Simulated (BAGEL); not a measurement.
**triplet GeSiH4F2: levels of theory compared**

We compute a comparison of 4 runs (ROHF/6-31G*, UHF/6-31G*, ROHF/def2-SVP, UHF/def2-SVP) of triplet GeSiH4F2. 

The results are computed with BAGEL 1.2.2.

2 further runs of the same task are left out: 2 that didn't finish.

## (1) The structure to begin with

The species is GeSiH4F2 (8 atoms), meant as a triplet with charge 0. As SMILES of the parent species, `F[SiH](F)[GeH3]`. The coordinates come from a PBE0-D4/def2-TZVP relaxation. That shape belongs to the parent species and isn't relaxed for this state.

Bond lengths: F1–Si2 1.592 Å, Si2–F3 1.592 Å, Si2–Ge4 2.377 Å, Si2–H5 1.481 Å, Ge4–H6 1.536 Å, Ge4–H7 1.534 Å, Ge4–H8 1.536 Å. Some angles: F1–Si2–F3 107.0°, F1–Si2–Ge4 109.5°, F3–Si2–Ge4 109.5°, F1–Si2–H5 107.4°, F3–Si2–H5 107.4°, Ge4–Si2–H5 115.8°, Si2–Ge4–H6 109.5°, Si2–Ge4–H7 110.3°, Si2–Ge4–H8 109.5°, H6–Ge4–H7 109.3°.

## (2) The energy at ROHF/6-31G(d) (density fitting with cc-pvqz-jkfit, spherical functions) (run 1)

Input file input.json:

```json
{ "bagel": [

{
  "title": "molecule",
  "basis": "6-31gs.json",
  "df_basis": "cc-pvqz-jkfit",
  "angstrom": "true",
  "geometry": [
    { "atom": "F", "xyz": [       1.301800,      -1.418600,       1.197400 ] },
    { "atom": "Si", "xyz": [       1.139900,      -0.126600,       0.280900 ] },
    { "atom": "F", "xyz": [       1.983100,      -0.386400,      -1.044700 ] },
    { "atom": "Ge", "xyz": [      -1.151500,       0.164400,      -0.281300 ] },
    { "atom": "H", "xyz": [       1.776500,       1.004200,       0.994900 ] },
    { "atom": "H", "xyz": [      -1.970000,       0.389600,       0.998800 ] },
    { "atom": "H", "xyz": [      -1.682300,      -1.076600,      -1.011200 ] },
    { "atom": "H", "xyz": [      -1.305500,       1.392900,      -1.190400 ] }
  ]
},

{
  "title": "rohf",
  "nopen": 2
},

{
  "title": "print",
  "file": "orbitals.molden",
  "orbitals": "true"
}

]}
```

The basis set 6-31G* is read from a file made from the Basis Set Exchange's data (not shown).

The run is started by

```console
BAGEL_NUM_THREADS=1 BAGEL input.json > input.out
```

The program printed:

```text
* using 1 threads per process

  ===============================================================
  ===============================================================

  *** Geometry ***

  { "atom" : "F", "xyz" : [      2.460045,     -2.680765,      2.262758 ] },
  { "atom" : "Si", "xyz" : [      2.154099,     -0.239239,      0.530824 ] },
  { "atom" : "F", "xyz" : [      3.747516,     -0.730190,     -1.974197 ] },
  { "atom" : "Ge", "xyz" : [     -2.176020,      0.310671,     -0.531580 ] },
  { "atom" : "H", "xyz" : [      3.357098,      1.897663,      1.880089 ] },
  { "atom" : "H", "xyz" : [     -3.722760,      0.736237,      1.887458 ] },
  { "atom" : "H", "xyz" : [     -3.179086,     -2.034479,     -1.910891 ] },
  { "atom" : "H", "xyz" : [     -2.467037,      2.632200,     -2.249530 ] },

  Number of auxiliary basis functions:      782

  Since a DF basis is specified, we compute 2- and 3-index integrals:
    o Being stored without compression. Storage requirement is 0.046 GB

  Number of basis functions:       86
  Number of electrons      :       68

    * METHOD: MOLECULE                             0.60

  *** Open-shell HF ***

  === Nuclear Repulsion ===
   355.5053619223

      * DIIS with orbital gradients will be used.

  === ROHF iteration (6-31gs.json) ===
      0      -2564.80252349          0.03832323           0.44
      1      -2564.95357884          0.02634733           0.42
      2      -2565.01299187          0.01658528           0.39
      3      -2565.05233553          0.00154072           0.34
      4      -2565.05395736          0.00066292           0.40
      5      -2565.05440049          0.00028866           0.40
      6      -2565.05450350          0.00009010           0.44
      7      -2565.05453010          0.00003518           0.37
      8      -2565.05453193          0.00001601           0.42
      9      -2565.05453288          0.00000648           0.38
[... 24 lines of this table left out ...]
     34      -2565.05453220          0.00000001           0.37
     35      -2565.05453220          0.00000001           0.44
     36      -2565.05453220          0.00000001           0.33
     37      -2565.05453220          0.00000001           0.36
    * SCF iteration converged.

    * S^2 (ROHF) is 2.0000

    * Permanent dipole moment:
           (    0.994627,    -0.583127,     0.033974) a.u.

    * METHOD: ROHF                                15.66

    * METHOD: PRINT                                0.01

  ===============================================================
```

Wall time 17 s (1 thread of Intel Xeon 6975P-C (Granite Rapids), shared host); peak memory 0.2 GiB.

## (3) The energy at UHF/6-31G(d) (density fitting with cc-pvqz-jkfit, spherical functions) (run 2)

Input file job.json:

```json
{ "bagel" : [

{
  "title" : "molecule",
  "basis" : "6-31gs.json",
  "df_basis" : "cc-pvqz-jkfit",
  "angstrom" : true,
  "geometry" : [
    { "atom" : "F", "xyz" : [       1.301800,      -1.418600,       1.197400 ] },
    { "atom" : "Si", "xyz" : [       1.139900,      -0.126600,       0.280900 ] },
    { "atom" : "F", "xyz" : [       1.983100,      -0.386400,      -1.044700 ] },
    { "atom" : "Ge", "xyz" : [      -1.151500,       0.164400,      -0.281300 ] },
    { "atom" : "H", "xyz" : [       1.776500,       1.004200,       0.994900 ] },
    { "atom" : "H", "xyz" : [      -1.970000,       0.389600,       0.998800 ] },
    { "atom" : "H", "xyz" : [      -1.682300,      -1.076600,      -1.011200 ] },
    { "atom" : "H", "xyz" : [      -1.305500,       1.392900,      -1.190400 ] }
  ]
},

{ "title" : "uhf", "nopen" : 2 },

{ "title" : "print", "file" : "orbitals.molden", "orbitals" : true }

]}
```

The basis set 6-31G* is read from a file made from the Basis Set Exchange's data (not shown).

The run is started by

```console
BAGEL_NUM_THREADS=1 BAGEL job.json > job.out
```

The program printed:

```text
* using 1 threads per process

  ===============================================================
  ===============================================================

  *** Geometry ***

  { "atom" : "F", "xyz" : [      2.460045,     -2.680765,      2.262758 ] },
  { "atom" : "Si", "xyz" : [      2.154099,     -0.239239,      0.530824 ] },
  { "atom" : "F", "xyz" : [      3.747516,     -0.730190,     -1.974197 ] },
  { "atom" : "Ge", "xyz" : [     -2.176020,      0.310671,     -0.531580 ] },
  { "atom" : "H", "xyz" : [      3.357098,      1.897663,      1.880089 ] },
  { "atom" : "H", "xyz" : [     -3.722760,      0.736237,      1.887458 ] },
  { "atom" : "H", "xyz" : [     -3.179086,     -2.034479,     -1.910891 ] },
  { "atom" : "H", "xyz" : [     -2.467037,      2.632200,     -2.249530 ] },

  Number of auxiliary basis functions:      782

  Since a DF basis is specified, we compute 2- and 3-index integrals:
    o Being stored without compression. Storage requirement is 0.046 GB

  Number of basis functions:       86
  Number of electrons      :       68

    * METHOD: MOLECULE                             0.63

  *** Open-shell HF ***

  === Nuclear Repulsion ===
   355.5053619223

      * DIIS with orbital gradients will be used.

  === UHF iteration (6-31gs.json) ===
      0      -2564.80252349          0.03832323           0.40
      1      -2564.95740228          0.02623697           0.35
      2      -2565.01667063          0.01647727           0.49
      3      -2565.05503537          0.00134166           0.41
      4      -2565.05651112          0.00061931           0.46
      5      -2565.05691652          0.00033184           0.36
      6      -2565.05710074          0.00013848           0.40
      7      -2565.05714312          0.00006836           0.39
      8      -2565.05715857          0.00002994           0.34
      9      -2565.05716224          0.00001108           0.35
[... 38 lines of this table left out ...]
     48      -2565.05716271          0.00000001           0.33
     49      -2565.05716271          0.00000001           0.39
     50      -2565.05716271          0.00000001           0.34
     51      -2565.05716271          0.00000001           0.37
    * SCF iteration converged.

    * S^2 (UHF) is 2.0088

    * Permanent dipole moment:
           (    0.983816,    -0.595367,     0.025237) a.u.

    * METHOD: UHF                                 21.20

    * METHOD: PRINT                                0.01

  ===============================================================
```

Run time: 23 s. Hardware: 1 thread of Intel Xeon 6975P-C (Granite Rapids), shared host; peak memory 0.2 GiB.

Run 3 isn't shown in full; the table further down has it.

## (4) A single-point energy at UHF/def2-SVP (density fitting with cc-pvqz-jkfit) (run 4)

Input file input.json:

```json
{ "bagel" : [

{
  "title" : "molecule",
  "basis" : "svp",
  "df_basis" : "cc-pvqz-jkfit",
  "angstrom" : "true",
  "geometry" : [
    { "atom" : "F", "xyz" : [    1.301800,   -1.418600,    1.197400 ] },
    { "atom" : "Si", "xyz" : [    1.139900,   -0.126600,    0.280900 ] },
    { "atom" : "F", "xyz" : [    1.983100,   -0.386400,   -1.044700 ] },
    { "atom" : "Ge", "xyz" : [   -1.151500,    0.164400,   -0.281300 ] },
    { "atom" : "H", "xyz" : [    1.776500,    1.004200,    0.994900 ] },
    { "atom" : "H", "xyz" : [   -1.970000,    0.389600,    0.998800 ] },
    { "atom" : "H", "xyz" : [   -1.682300,   -1.076600,   -1.011200 ] },
    { "atom" : "H", "xyz" : [   -1.305500,    1.392900,   -1.190400 ] }
  ]
},
{
  "title" : "uhf",
  "nopen" : 2
},
{
  "title" : "print",
  "file" : "orbitals.molden",
  "orbitals" : "true"
}

]}
```

The run is started by

```console
BAGEL_NUM_THREADS=1 BAGEL input.json > input.out
```

The program printed:

```text
* using 1 threads per process

  ===============================================================
  ===============================================================

  *** Geometry ***

  { "atom" : "F", "xyz" : [      2.460045,     -2.680765,      2.262758 ] },
  { "atom" : "Si", "xyz" : [      2.154099,     -0.239239,      0.530824 ] },
  { "atom" : "F", "xyz" : [      3.747516,     -0.730190,     -1.974197 ] },
  { "atom" : "Ge", "xyz" : [     -2.176020,      0.310671,     -0.531580 ] },
  { "atom" : "H", "xyz" : [      3.357098,      1.897663,      1.880089 ] },
  { "atom" : "H", "xyz" : [     -3.722760,      0.736237,      1.887458 ] },
  { "atom" : "H", "xyz" : [     -3.179086,     -2.034479,     -1.910891 ] },
  { "atom" : "H", "xyz" : [     -2.467037,      2.632200,     -2.249530 ] },

  Number of auxiliary basis functions:      782

  Since a DF basis is specified, we compute 2- and 3-index integrals:
    o Being stored without compression. Storage requirement is 0.060 GB

  Number of basis functions:       98
  Number of electrons      :       68

    * METHOD: MOLECULE                             0.56

  *** Open-shell HF ***

  === Nuclear Repulsion ===
   355.5053619223

      * DIIS with orbital gradients will be used.

  === UHF iteration (svp) ===
      0      -2564.60030866          0.03317665           0.47
      1      -2564.75508150          0.02264202           0.42
      2      -2564.81420859          0.01415268           0.44
      3      -2564.85195284          0.00127388           0.43
      4      -2564.85358411          0.00054782           0.47
      5      -2564.85397471          0.00027945           0.56
      6      -2564.85413455          0.00011954           0.51
      7      -2564.85417357          0.00006418           0.49
      8      -2564.85418906          0.00002796           0.48
      9      -2564.85419264          0.00001005           0.49
[... 46 lines of this table left out ...]
     56      -2564.85419405          0.00000006           0.42
     57      -2564.85419405          0.00000004           0.49
     58      -2564.85419405          0.00000003           0.48
     59      -2564.85419405          0.00000001           0.44
    * SCF iteration converged.

    * S^2 (UHF) is 2.0097

    * Permanent dipole moment:
           (    0.791374,    -0.556974,    -0.020590) a.u.

    * METHOD: UHF                                 29.09

    * METHOD: PRINT                                0.01

  ===============================================================
```

Wall time 31 s (1 thread of Intel Xeon 6975P-C (Granite Rapids), shared host); peak memory 0.23 GiB.

## (5) All runs side by side

```csv
run,level,energy (Eh),dipole moment (D),⟨S²⟩,wall time
1,"ROHF/6-31G* (density fitting with cc-pvqz-jkfit, spherical functions)",-2565.054532,2.93,2.000,17 s
2,"UHF/6-31G* (density fitting with cc-pvqz-jkfit, spherical functions)",-2565.057163,2.92,2.009,23 s
3,ROHF/def2-SVP (density fitting with cc-pvqz-jkfit),-2564.851284,2.47,2.000,21 s
4,UHF/def2-SVP (density fitting with cc-pvqz-jkfit),-2564.854194,2.46,2.010,31 s
```

## (6) What came out

| quantity | value |
| --- | --- |
| run 4: total energy | -2564.85419 Eh |
| run 4: dipole moment | 2.46 D |
| run 4: ⟨S²⟩ | 2.010 |

What this shows: The dipole moment (its size) runs from 2.46 D (UHF/def2-SVP) to 2.93 D (ROHF/6-31G*). The two ends differ in method and basis. All runs together took 92 s, the longest 31 s.
